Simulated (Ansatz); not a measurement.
**S+ (quartet): energies up the ladder**

Aim: energies up the ladder, for S+ (quartet), with the cost of each level. Charge +1. Spin multiplicity 4.

Method: the levels named in each step, in Ansatz 0.2.0.

### Step 1. The starting structure

Coordinates:

```xyz
1

S     0.0000    0.0000    0.0000
```

### Step 2. Single point, PBE0/def2-TZVPP

The input, input.yaml:

```yaml
crystal:
  periodic: [false, false, false]
  atoms:
    - { symbol: S, position_ang: [0.0, 0.0, 0.0] }
magnetization:
  spin_polarized: true
  initial_magnetization: 3
total_charge: 1
basis:
  gaussian: { orbitals: def2-TZVPP }
hamiltonian:
  xc: pbe0
```

The run is started by

```sh
ansatz run input.yaml --threads 1 --pin off --max-ram 2560MiB --backend cpu --events-out ev --progress --plain --runs-dir out
```

Further steps of the session: Single point, PBE/def2-TZVPP; Single point, r2SCAN/def2-TZVPP; Single point, B3LYP/def2-TZVPP; Single point, wB97M-V/def2-TZVPP; Single point, B2PLYP/def2-TZVPP; Single point, LDA/def2-TZVPP; Single point, PBE0/def2-SVP; Single point, PBE/def2-SVP; Single point, CCSD(T)/def2-TZVPP; Single point, CCSD(T)/def2-QZVPP.

Before running it: what results should come out? Wanted: energy at CCSD(T)/CBS.

As calculated:

| quantity | value |
| --- | --- |
| energy at CCSD(T)/CBS | -10811.034 eV |

**Reading.** These totals serve in differences with atoms or fragments at the same level; alone they don't rank the methods.
